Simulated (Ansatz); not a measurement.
# ClH5O4Si2: one species, many methods

One table from this session's results is given with a row withheld; the runs are named, their logs left out.

Method: functionals in def2-TZVPP, the program's frozen cores in correlated methods; program: Ansatz 0.2.0, Gaussian basis.

Levels to be run: PBE-D4, r2SCAN-D4, PBE0-D4, B3LYP-D4, ωB97X-V, ωB97M-V, B2PLYP; CCSD(T)/def2-TZVPP; MP2/def2-QZVPP; extrapolation to the limit.

## Structure used throughout

An earlier PBE0-D4 in a triple-zeta def2 set relaxation fixed the geometry.

SMILES `O[SiH](O)O[SiH](O)Cl`, 12 atoms, charge 0, spin multiplicity 1.

Atoms are counted from 1 here; the program's logs count them from 0.

Bond lengths: O1–Si2 1.623 Å, O1–H8 0.959 Å, Si2–O3 1.632 Å, Si2–O4 1.642 Å, Si2–H9 1.471 Å, O3–H10 0.961 Å, O4–Si5 1.611 Å, Si5–O6 1.620 Å, Si5–Cl7 2.072 Å, Si5–H11 1.467 Å, O6–H12 0.959 Å. Angles: Si2–O1–H8 118.2°, O1–Si2–O3 108.7°, O1–Si2–O4 111.4°, O1–Si2–H9 106.4°, O3–Si2–O4 109.2°, O3–Si2–H9 113.8°, O4–Si2–H9 107.4°, Si2–O3–H10 117.4°, Si2–O4–Si5 148.8°, O4–Si5–O6 112.7°, O4–Si5–Cl7 106.9°, O4–Si5–H11 112.2°, O6–Si5–Cl7 109.9°, O6–Si5–H11 106.8°, Cl7–Si5–H11 108.4°, Si5–O6–H12 119.7°.

The first run:

Contents of in.yaml:

```yaml
crystal:
  periodic: [false, false, false]
  atoms:
    - {symbol: O, position_ang: [-0.164318, -0.489696, -2.706527]}
    - {symbol: Si, position_ang: [-0.311684, -0.891392, -1.141093]}
    - {symbol: O, position_ang: [0.960100, -1.821380, -0.717144]}
    - {symbol: O, position_ang: [-0.349056, 0.440681, -0.181959]}
    - {symbol: Si, position_ang: [0.154921, 1.195680, 1.149233]}
    - {symbol: O, position_ang: [-1.061032, 1.862971, 1.986589]}
    - {symbol: Cl, position_ang: [1.119690, -0.218644, 2.316005]}
    - {symbol: H, position_ang: [0.711903, -0.295085, -3.042947]}
    - {symbol: H, position_ang: [-1.611333, -1.567152, -1.005891]}
    - {symbol: H, position_ang: [1.232658, -1.803643, 0.204023]}
    - {symbol: H, position_ang: [1.104429, 2.272870, 0.849291]}
    - {symbol: H, position_ang: [-1.786295, 1.314800, 2.290449]}
basis:
  gaussian: {orbitals: def2-TZVPP}
hamiltonian: {xc: pbe, dispersion: d4}
output: {forces: true, orbitals: {seedname: orbitals}}
```

Run with:

```bash
ansatz run in.yaml --threads 2 --pin off --events-out ev --progress --plain --max-ram 22528MiB --backend cuda --devices 0, --max-vram 18GiB
```

Steps of the session up to this table: PBE-D4 (GGA); r2SCAN-D4 (meta-GGA); PBE0-D4 (hybrid); B3LYP-D4 (hybrid); ωB97X-V (range-separated); ωB97M-V (range-separated); B2PLYP (double hybrid); CCSD(T) in def2-TZVPP; MP2 in def2-QZVPP.

One table of the session follows, with a row left open; its other results are not shown here.

```
            method  atomisation energy (kcal/mol)
            PBE-D4                         1158.9
         r2SCAN-D4                              ?
           PBE0-D4                         1134.4
          B3LYP-D4                         1141.7
           ωB97X-V                         1154.5
           ωB97M-V                         1156.7
            B2PLYP                         1136.2
     HF/def2-TZVPP                          824.2
    MP2/def2-TZVPP                         1159.3
   CCSD/def2-TZVPP                         1102.9
CCSD(T)/def2-TZVPP                         1121.3
           MP2/CBS                         1198.9
       CCSD(T)/CBS                         1160.9
```

Q: Estimate the row for r2SCAN-D4 from the others.

**Answer.** atomisation energy (kcal/mol): 1154.0. In the column «atomisation energy (kcal/mol)» it lies between B3LYP-D4 (1141.7) and ωB97X-V (1154.5).

To keep in mind: Free atoms (4 O, 2 Si, 1 Cl, 5 H) were run apart at each level; the atomisation energy is their sum less the molecule, without zero-point or spin-orbit terms.
